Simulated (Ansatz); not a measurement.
This was printed by a script on the Python package of Ansatz (0.2.0), for a projected density of states of SnO₂, space group I4_1/amd. What did the script look like? Use: LDA, PAW, the default cutoff (420 eV here), 6×6×6 k-points, fixed occupations.

```xyz
6
Lattice="-2.0001 2.0001 5.1237 2.0001 -2.0001 5.1237 2.0001 2.0001 -5.1237" Properties=species:S:1:pos:R:3 pbc="T T T"
Sn    0.0000    2.0001    2.5618
Sn    0.0000    0.0000    0.0000
O     0.0000    0.0000    8.1623
O     0.0000    2.0001    4.6469
O     0.0000    0.0000    2.0851
O     0.0000    2.0001    0.4767
```

```console
$ python pdos.py
DeckWarning: basis.ecutwfc = 420 eV, auto-derived from the records' recommended cutoffs: set by Sn (normal level)
E-EF      Sn 5S    Sn 5P    Sn 4D     O 2S     O 2P
 -6.0     0.361    0.063    0.010    0.089    0.780
 -5.0     0.047    0.129    0.005    0.016    0.483
 -4.0     0.018    0.507    0.020    0.061    2.000
 -3.0     0.088    0.550    0.020    0.105    2.704
 -2.0     0.043    0.279    0.026    0.073    2.612
 -1.0     0.004    0.074    0.039    0.021    3.866
  0.0     0.000    0.006    0.003    0.001    1.832
  1.0     0.000    0.000    0.000    0.000    0.000
  2.0     0.014    0.001    0.000    0.007    0.004
  3.0     0.087    0.013    0.000    0.040    0.050
  4.0     0.250    0.043    0.001    0.092    0.181
  5.0     0.511    0.122    0.002    0.140    0.393
  6.0     0.926    0.193    0.001    0.085    0.703
```
(Warnings from the package without file and line.)

One script that gives this output:

Script `pdos.py`:
```python
"""Projected density of states of SnO2."""

import ansatz as az
import numpy as np


def main() -> None:
    lattice = az.Lattice.of(
        (-2.00007, 2.00007, 5.12368),
        (2.00007, -2.00007, 5.12368),
        (2.00007, 2.00007, -5.12368),
    )
    sites = [
        ("Sn", (0.75, 0.25, 0.5)),
        ("Sn", (0.0, 0.0, 0.0)),
        ("O", (0.79652, 0.79652, 0.0)),
        ("O", (0.95348, 0.45348, 0.5)),
        ("O", (0.20348, 0.20348, 0.0)),
        ("O", (0.54652, 0.04652, 0.5)),
    ]
    crystal = az.Crystal(lattice=lattice)
    for symbol, position in sites:
        crystal = crystal.atom(symbol, position)

    calc = (
        crystal.calculation()
        .occupations("fixed")
        .functional("lda")
        .kpoints(6)
        .scf(extra_bands=18)
        .density_of_states(projected=True, energy_step=0.05)
    )
    out = calc.run(threads=1, pin="off")
    summary = out.report

    dos = out.density_of_states()
    energy = np.asarray(dos.energies_ev) - dos.fermi_ev
    curves = {}
    for site in out.projected_density_of_states().sites:
        for shell in site.shells:
            weight = sum(np.sum(curve.g_bin_mean_per_ev, axis=0) for curve in shell.curves)
            name = f"{site.species} {shell.label}"
            curves[name] = curves.get(name, 0) + weight

    print("E-EF   " + " ".join(f"{name:>8s}" for name in curves))
    for e in np.arange(-6, 6 + 0.1, 1.0):
        print(f"{e:5.1f}  " + " ".join(f"{np.interp(e, energy, g):8.3f}" for g in curves.values()))


if __name__ == "__main__":
    main()
```

Reading the output:
- Semilocal gaps usually lie well under measured ones.
- Under fixed occupations the level called the Fermi level is the highest filled one on the SCF mesh; off the mesh a filled band can lie a little above it.
- The crystal has a gap of about 1.50 eV on the mesh; bins of finite width blur the band edges.
- This cell is a computed structure, which may not be the phase found in nature.
- Curves are summed over the cell's atoms. Only shells that the potentials hold have channels, so projections don't add up to the total, least of all where a shell is missing (p of most metals); heights and places of peaks move with the mesh.
- The density of states is complete only as far up as bands were computed.
- Hardware and time: 7.2 s on 1 thread of Intel(R) Xeon(R) Processor @ 2.30GHz (shared host), peak memory 0.55 GiB.
